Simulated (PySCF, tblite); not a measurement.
# CH₇F₃SSi₃: geometry, infrared bands and NMR shifts

What infrared bands and NMR shifts should CH₇F₃SSi₃ (`F[Si](F)(F)CS[SiH2][SiH3]`) show?

The runs use tblite 0.8.0 and PySCF 2.14.0, with density-fitted response routines of our own; the level of theory stands in each step. All values are computed, except where a source is named. Atoms count from 0, in the outputs and in this text.

## (1) The molecule as given

15 atoms, charge 0, multiplicity 1; geometry from: force field or distance geometry start.

Bonds of the start (Å): F0–Si1 1.67, Si1–F2 1.69, Si1–F3 1.69, Si1–C4 1.89, C4–S5 1.81, S5–Si6 2.16, Si6–Si7 2.24, C4–H8 1.09, C4–H9 1.12, Si6–H10 1.48, Si6–H11 1.47, Si7–H12 1.48, Si7–H13 1.48, Si7–H14 1.46.

## (2) Optimising the geometry with GFN2-xTB

What the job is given:

```
{"job": {"kind": "relax", "xc": "GFN2-xTB", "basis": "xTB"}, "charge": 0, "multiplicity": 1}
F     -3.216300     1.929000     0.695700
Si    -2.659500     0.821100    -0.418800
F     -1.501600     1.535400    -1.427500
F     -3.891400     0.126100    -1.347500
C     -1.720800    -0.592200     0.413000
S     -0.218600     0.057100     1.196300
Si     1.195000     0.339300    -0.418500
Si     3.114400    -0.696700     0.086800
H     -2.339000    -1.187700     1.083800
H     -1.370800    -1.250700    -0.421100
H      0.614500    -0.188500    -1.676900
H      1.416300     1.794500    -0.492400
H      3.434000    -0.337500     1.489300
H      4.181500    -0.198500    -0.809800
H      2.957900    -2.142600     0.014300
```

Command:

```bash
$ OMP_NUM_THREADS=1 python probes_run.py task.json out
```

The driver reads the jobs from task.json and runs them one after another.

Output:

```text
step      E/eV     max force
  0    -775.53710    2.544
  1    -775.83809    1.889
  2    -776.04788    1.677
  3    -776.10177    0.560
  4    -776.13611    0.510
  5    -776.20193    0.891
  6    -776.23353    0.828
  7    -776.26860    0.407
  8    -776.28465    0.353
  9    -776.29683    0.311
 10    -776.30423    0.260
 11    -776.31077    0.232
 12    -776.31526    0.166
 13    -776.31794    0.179
 14    -776.31991    0.173
 15    -776.32246    0.186
 16    -776.32548    0.185
 17    -776.32779    0.111
 18    -776.32890    0.058
 19    -776.32949    0.062
 20    -776.33008    0.077
 21    -776.33086    0.086
 22    -776.33174    0.097
 23    -776.33246    0.061
 24    -776.33290    0.042
 25    -776.33325    0.050
 26    -776.33366    0.087
 27    -776.33418    0.104
 28    -776.33472    0.082
 29    -776.33512    0.041
 30    -776.33535    0.032
 31    -776.33549    0.031
 32    -776.33565    0.037
 33    -776.33589    0.040
 34    -776.33619    0.049
 35    -776.33646    0.039
 36    -776.33669    0.038
 37    -776.33695    0.051
 38    -776.33733    0.059
 39    -776.33784    0.062
 40    -776.33835    0.053
 41    -776.33876    0.049
 42    -776.33907    0.052
 43    -776.33937    0.063
 44    -776.33966    0.049
 45    -776.33986    0.032
 46    -776.34002    0.042
 47    -776.34024    0.057
 48    -776.34063    0.090
 49    -776.34115    0.096
 50    -776.34164    0.061
 51    -776.34196    0.040
 52    -776.34220    0.043
 53    -776.34253    0.076
 54    -776.34305    0.095
 55    -776.34368    0.076
 56    -776.34421    0.059
 57    -776.34463    0.054
 58    -776.34510    0.064
 59    -776.34564    0.072
 60    -776.34610    0.058
 61    -776.34641    0.051
 62    -776.34666    0.056
 63    -776.34702    0.092
 64    -776.34761    0.112
 65    -776.34829    0.089
 66    -776.34878    0.055
 67    -776.34908    0.056
 68    -776.34937    0.059
 69    -776.34988    0.093
 70    -776.35076    0.112
 71    -776.35182    0.095
 72    -776.35243    0.067
 73    -776.35273    0.042
 74    -776.35292    0.039
 75    -776.35307    0.037
 76    -776.35329    0.041
 77    -776.35357    0.046
 78    -776.35382    0.040
 79    -776.35396    0.030
 80    -776.35405    0.027
 81    -776.35414    0.024
 82    -776.35428    0.034
 83    -776.35450    0.045
 84    -776.35474    0.040
 85    -776.35490    0.026
 86    -776.35500    0.024
 87    -776.35512    0.028
 88    -776.35532    0.039
 89    -776.35567    0.049
 90    -776.35610    0.042
 91    -776.35642    0.027
 92    -776.35660    0.028
 93    -776.35673    0.029
 94    -776.35692    0.037
 95    -776.35725    0.044
 96    -776.35780    0.049
 97    -776.35856    0.066
 98    -776.35943    0.071
 99    -776.36024    0.053
100    -776.36081    0.049
101    -776.36098    0.061
102    -776.36123    0.035
103    -776.36136    0.034
104    -776.36191    0.041
105    -776.36241    0.038
106    -776.36279    0.049
107    -776.36305    0.038
108    -776.36325    0.031
109    -776.36341    0.031
110    -776.36361    0.040
111    -776.36395    0.044
112    -776.36446    0.064
113    -776.36509    0.069
114    -776.36585    0.087
115    -776.36678    0.077
116    -776.36718    0.168
117    -776.36812    0.043
118    -776.36846    0.040
119    -776.36889    0.081
120    -776.36923    0.061
121    -776.36969    0.047
122    -776.37003    0.029
123    -776.37033    0.032
124    -776.37055    0.037
125    -776.37068    0.027
126    -776.37075    0.020
127    -776.37082    0.031
128    -776.37091    0.027
129    -776.37102    0.031
130    -776.37112    0.027
131    -776.37122    0.017
132    -776.37130    0.016
133    -776.37134    0.013
134    -776.37136    0.012
135    -776.37139    0.009
```

It took 2.1 s on 1 thread of Arm Neoverse N1, shared host; peak memory 0.18 GiB.

Relaxation path: (not every step is listed)

```
step  energy from step 0 (eV)  largest force (eV/Å)
   0                   0.0000                2.5443
   1                  -0.3010                1.8892
   2                  -0.5108                1.6774
   3                  -0.5647                0.5597
   4                  -0.5990                0.5096
   5                  -0.6648                0.8910
   6                  -0.6964                0.8278
   7                  -0.7315                0.4070
   8                  -0.7476                0.3533
  20                  -0.7930                0.0771
  32                  -0.7985                0.0368
  44                  -0.8026                0.0487
  56                  -0.8071                0.0590
  68                  -0.8123                0.0594
  80                  -0.8170                0.0274
  92                  -0.8195                0.0285
 104                  -0.8248                0.0409
 116                  -0.8301                0.1682
 128                  -0.8338                0.0266
 130                  -0.8340                0.0267
 131                  -0.8341                0.0168
 132                  -0.8342                0.0157
 133                  -0.8342                0.0134
 134                  -0.8343                0.0119
 135                  -0.8343                0.0091
```

Distances of close pairs at the start and the end, largest changes first:

```
   bond  before (Å)  after (Å)  change (Å)
 Si1–F2       1.694      1.587      -0.106
 Si1–F3       1.692      1.588      -0.104
 F0–Si1       1.667      1.582      -0.085
Si6–Si7       2.239      2.309      +0.070
  C4–H9       1.119      1.089      -0.030
  C4–S5       1.814      1.842      +0.028
Si7–H12       1.483      1.462      -0.020
Si7–H13       1.480      1.465      -0.016
```

The next job starts from the end point, and lists it.

## (3) Vibrational analysis with GFN2-xTB

What the job is given:

```
{"job": {"kind": "ir", "xc": "GFN2-xTB", "basis": "xTB"}, "charge": 0, "multiplicity": 1}
F     -2.532106     2.057813     0.942070
Si    -2.560968     1.037929    -0.267114
F     -1.818275     1.801404    -1.443845
F     -4.080309     0.987675    -0.726400
C     -1.855095    -0.659848     0.101523
S     -0.246013    -0.610955     0.996836
Si     1.160098    -0.173825    -0.588341
Si     3.272517    -0.457187     0.299005
H     -2.516179    -1.219202     0.762751
H     -1.708889    -1.251305    -0.801099
H      0.766353    -1.112460    -1.648299
H      0.811145     1.156952    -1.086390
H      3.432672     0.160531     1.614745
H      4.237683     0.161561    -0.612448
H      3.632955    -1.871093     0.423781
```

Output:

```text
mode    cm-1     km/mol
  1     -12.8      0.74
  2      15.5      0.03
  3      28.7      0.46
  4      53.9      2.37
  5      89.2      3.48
  6      99.8      2.31
  7     125.9      1.44
  8     172.9      2.01
  9     206.2      7.57
 10     233.1     22.91
 11     252.9     40.52
 12     314.0    110.98
 13     362.4     55.92
 14     421.6     88.25
 15     469.9      3.06
 16     474.7      2.69
 17     519.4      8.40
 18     581.1     15.47
 19     647.0      1.32
 20     677.6    792.57
 21     720.7     66.89
 22     752.6     12.93
 23     773.7    423.69
 24     795.0    131.04
 25     802.9    104.07
 26     825.7     90.91
 27     899.1    288.69
 28     923.4    250.61
 29     940.1    227.35
 30    1065.3     21.77
 31    1177.8     21.67
 32    1418.7     11.91
 33    2189.2    205.03
 34    2244.7     53.70
 35    2248.1    244.64
 36    2261.1    441.88
 37    2269.7    264.82
 38    2981.7      4.38
 39    2995.2      1.06
```

Wall time 1.3 s (1 thread of Arm Neoverse N1, shared host); peak memory 0.18 GiB.

Which atoms move in the most intense modes:

```
cm⁻¹  km/mol                                   atoms
 678   792.6                      H10 39 %, H11 36 %
 774   423.7  H12 22 %, H14 19 %, H13 17 %, H10 17 %
 899   288.7              Si1 43 %, F3 27 %, C4 14 %
 923   250.6              Si1 46 %, F2 35 %, F3 14 %
 940   227.3                       Si1 47 %, F0 42 %
2248   244.6                                H13 93 %
2261   441.9                      H11 63 %, H14 29 %
2270   264.8                                H12 94 %
```

## (4) Shielding tensors: PBE0/pcSseg-1

Same as in step 3 but for these lines:

```diff
@@ -1,2 +1,2 @@
-{"job": {"kind": "ir", "xc": "GFN2-xTB", "basis": "xTB"}, "charge": 0, "multiplicity": 1}
+{"job": {"kind": "nmr", "xc": "PBE0", "basis": "pcSseg-1"}, "charge": 0, "multiplicity": 1}
 F     -2.532106     2.057813     0.942070
```

Method: GIAO PBE0/pcSseg-1 NMR shielding, non-relativistic, gas phase.

Output:

```text
coarse grid: 15184 points
cycle   1  E = -1607.6268733891  dE =  5.617e-01  |g| = 8.584e-01  |ddm| = 3.629e+00
cycle   2  E = -1607.5246721722  dE =  1.022e-01  |g| = 1.231e+00  |ddm| = 1.296e+00
cycle   3  E = -1607.7468546792  dE = -2.222e-01  |g| = 5.970e-02  |ddm| = 7.318e-01
cycle   4  E = -1607.7474111536  dE = -5.565e-04  |g| = 3.283e-02  |ddm| = 8.333e-02
cycle   5  E = -1607.7476811478  dE = -2.700e-04  |g| = 6.760e-03  |ddm| = 3.610e-02
cycle   6  E = -1607.7476929263  dE = -1.178e-05  |g| = 1.601e-03  |ddm| = 9.104e-03
cycle   7  E = -1607.7476935031  dE = -5.768e-07  |g| = 4.508e-04  |ddm| = 2.501e-03
final grid: 131152 points
cycle   8  E = -1607.8109282305  dE = -3.087e-05  |g| = 5.500e-03  |ddm| = 1.990e-02
cycle   9  E = -1607.8109232281  dE =  5.002e-06  |g| = 6.914e-03  |ddm| = 1.044e-02
cycle  10  E = -1607.8109350473  dE = -1.182e-05  |g| = 6.536e-04  |ddm| = 6.379e-03
cycle  11  E = -1607.8109351444  dE = -9.708e-08  |g| = 1.989e-04  |ddm| = 8.288e-04
cycle  12  E = -1607.8109351517  dE = -7.321e-09  |g| = 4.620e-05  |ddm| = 1.939e-04
cycle  13  E = -1607.8109351521  dE = -4.266e-10  |g| = 1.178e-05  |ddm| = 6.207e-05
converged SCF energy = -1607.8109351521

GIAO shielding tensors (ppm)
atom      isotropic    diamagn.    paramagn.     s11        s22        s33       span
  0 F      323.905     468.638    -144.733    269.756    305.307    396.650    126.894
  1 Si     409.467     875.541    -466.074    376.659    398.767    452.974     76.315
  2 F      315.219     470.585    -155.366    271.151    279.557    394.950    123.799
  3 F      313.131     465.131    -152.000    260.750    284.552    394.092    133.341
  4 C      172.319     259.785     -87.465    160.304    165.742    190.912     30.607
  5 S      717.474    1061.213    -343.739    573.651    637.925    940.847    367.196
  6 Si     395.589     882.308    -486.719    355.416    371.454    459.898    104.482
  7 Si     467.035     879.937    -412.902    453.447    470.917    476.739     23.292
  8 H       29.483      30.204      -0.721     22.589     27.924     37.937     15.348
  9 H       29.892      32.856      -2.963     24.149     29.170     36.358     12.209
 10 H       27.144      31.254      -4.110     23.646     25.713     32.074      8.428
 11 H       26.745      31.576      -4.831     21.499     27.344     31.392      9.893
 12 H       28.181      29.077      -0.896     24.300     26.699     33.545      9.245
 13 H       28.165      28.341      -0.176     24.554     25.647     34.293      9.739
 14 H       28.117      28.668      -0.551     24.461     26.031     33.860      9.399
```

Wall time 57 s (1 thread of Arm Neoverse N1, shared host); peak memory 0.94 GiB.

The references, computed at this level on geometries of the same kind, shield at (ppm): ¹H TMS 31.72, ¹³C TMS 186.9, ²⁹Si TMS 349.2, ¹⁹F CFCl3 170.9, ³³S CS2 504. Their shielding less the atom's gives the shift. The references are single molecules in the gas phase, so shifts against H2O, NH3, PH3, H3PO4 or CFCl3 are not on the usual liquid scales and can be off by tens of ppm. Atoms listed in one row are averaged.

```
        atoms                                environment  σ (ppm)  δ (ppm)  δ scaled to CDCl3
           C4                 sp3 CH2 bonded to S and Si    172.3     14.6                7.9
     H10, H11      hydrogen on a silicon bonded to S, Si    26.94     4.77                  –
H12, H13, H14         hydrogen on a silicon bonded to Si    28.15     3.56                  –
       H8, H9  hydrogen on an sp3 CH2 bonded to S and Si    29.69     2.03               2.02
   F0, F2, F3                      fluorine bonded to Si    317.4   -146.5                  –
          Si6               silicon bonded to S, Si, 2 H    395.6    -46.4                  –
          Si1                   silicon bonded to C, 3 F    409.5    -60.3                  –
          Si7                  silicon bonded to Si, 3 H    467.0   -117.9                  –
           S5                     sulfur bonded to C, Si      717     -214                  –
```

The scaled column applies a straight-line fit of computed shieldings to shifts measured in CDCl3, with any fitted terms for Cl, Br or S neighbours, and one for carbons that bear F (root-mean-square error 0.16 ppm for H, 1.9 ppm for C).

Charges from the same density, by scheme (e):

```
     atoms  Mulliken    IAO  Hirshfeld  ESP fit
F0, F2, F3     -0.40  -0.52      -0.19    -0.33
       Si1      1.46   1.79       0.58     1.15
        C4     -0.67  -0.68      -0.16    -0.62
        S5     -0.27  -0.16      -0.09    -0.24
       Si6      0.25   0.38       0.22     0.20
       Si7      0.20   0.31       0.23     0.23
```

Mayer bond orders: F0–Si1 0.99, Si1–F2 0.96, Si1–F3 0.97, Si1–C4 0.89, C4–S5 0.98, S5–Si6 0.92, Si6–Si7 0.91.

## (5) Summary of results

```
                                                                 quantity                     value
                                strongest single infrared mode (GFN2-xTB)      678 cm⁻¹, 793 km/mol
                                             zero-point energy (GFN2-xTB)             48.6 kcal/mol
                                   ¹³C shifts against TMS (PBE0/pcSseg-1)                  14.6 ppm
   ¹H shifts against TMS (PBE0/pcSseg-1, means over atoms taken as alike)      4.77, 3.56, 2.03 ppm
¹⁹F shifts against CFCl3 (PBE0/pcSseg-1, means over atoms taken as alike)                -146.5 ppm
                                  ²⁹Si shifts against TMS (PBE0/pcSseg-1)  -46.4, -60.3, -117.9 ppm
                                   ³³S shifts against CS2 (PBE0/pcSseg-1)                  -214 ppm
```

In words: The optimisation took 135 steps and gained 0.834 eV; among the close pairs (by a distance rule), Si1–F2 changed most, from 1.694 to 1.587 Å. The lowest mode is slightly imaginary (13i cm⁻¹), a soft motion within the noise of the Hessian, so the minimum is not strictly shown. The strongest single mode, at 678 cm⁻¹, moves mainly H10 and H11. GFN2-xTB is a fitted tight-binding method: band positions and strengths are rough. Its intensities can rank the bands wrongly. At PBE0/pcSseg-1: Shielding is most anisotropic at S5 (span 367 ppm, paramagnetic term -344 ppm).
